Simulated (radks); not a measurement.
**Cu²⁺ with its nuclear charge varied continuously**

An exercise on one series of results from a longer session: the logs are not shown, and one member is left open.

Program: radks (a radial shooting solver on a logarithmic mesh, Libxc functionals) version 1. Level of theory: Dirac Kohn-Sham, PBEsol, spin-unpolarised, spherical densities, finite nucleus; open shells fill j = l - 1/2 first. These are calculated values, not measurements, unless marked.

**What is computed**

| Property | Result |
| --- | --- |
| element | copper (Z = 29) |
| charge | +2 |
| electrons | 27 |
| configuration | [Ar] 3d9 |
| nuclear rms radius | 3.8823 fm |

Set-up of the first run:

Input:

```text
Z 29
configuration [Ar] 3d9
relativity Dirac
functional pbe_sol,pbe_sol
spin unpolarised
j_filling energy
nucleus finite rms 3.8823 fm
c 137.035999084
```

Among the steps run: Z = 29.

One table of the session follows, with a row left open; its other results are not shown here.

From the orbitals of this run (lengths in bohr):

```
level     <r>  outermost maximum (interpolated)  90 % within  nodes
2s1/2  0.2352                             0.197        0.364      1
2p1/2  0.2042                             0.156        0.335      0
2p3/2  0.2076                             0.159        0.339      0
3s1/2  0.7106                             0.613         1.07      2
3p1/2  0.7385                             0.614         1.14      1
3p3/2  0.7490                             0.622         1.16      1
3d3/2       ?                                 ?            ?      ?
3d5/2  0.9239                             0.598         1.61      0
```

Q: Estimate the row for 3d3/2 from the others.

**Answer.** <r>: 0.9178; outermost maximum (interpolated): 0.595; 90 % within: 1.59; nodes: 0. In the column «<r>» it lies between 3p3/2 (0.7490) and 3d5/2 (0.9239).
